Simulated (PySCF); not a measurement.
# C3H6FNSi: the cost of one run

Programs: PySCF 2.14.0, with density-fitted response routines of our own. Each step states its level of theory. These are calculated values for one molecule in the gas phase, unless marked as measured. Atoms count from 0, in the outputs and in this text.

### 1 Starting geometry

12 atoms, charge 0, multiplicity 1; geometry from: PBE0-D3(BJ)/def2-SVP.

Bonds of the start (Å): C0–N1 1.27, N1–C2 1.39, C2–C3 1.34, C3–Si4 1.87, Si4–F5 1.63, C0–H6 1.10, C0–H7 1.11, C2–H8 1.10, C3–H9 1.09, Si4–H10 1.49, Si4–H11 1.49.

### 2 Excited states and response: PBE0/def2-SVP

The job: settings as JSON, then the geometry in Å.

```
{"job": {"kind": "uv", "xc": "PBE0", "basis": "def2-SVP"}, "charge": 0, "multiplicity": 1}
C      2.116371    -0.926877    -0.379398
N      0.923486    -0.548574    -0.165787
C      0.623531     0.810895    -0.101348
C     -0.655812     1.147301     0.123869
Si    -1.866338    -0.264914     0.324561
F     -3.331097     0.416635     0.575529
H      2.344536    -1.999303    -0.425787
H      2.954839    -0.218680    -0.520996
H      1.438654     1.542022    -0.237256
H     -0.947239     2.200539     0.181708
H     -1.987892    -1.089940    -0.907189
H     -1.573755    -1.097447     1.522123
```

With the program's defaults for keys left out, this is: TDDFT PBE0/def2-SVP, vertical, gas phase, core orbitals frozen in the response.

Started as:

```
> OMP_NUM_THREADS=1 python probes_run.py task.json out
```

This one command runs all jobs of the session in turn.

Q: Estimate the wall time and peak memory of this first job on 1 thread of Arm Neoverse V1, shared host.

About 12 s, with a peak of 0.59 GiB.
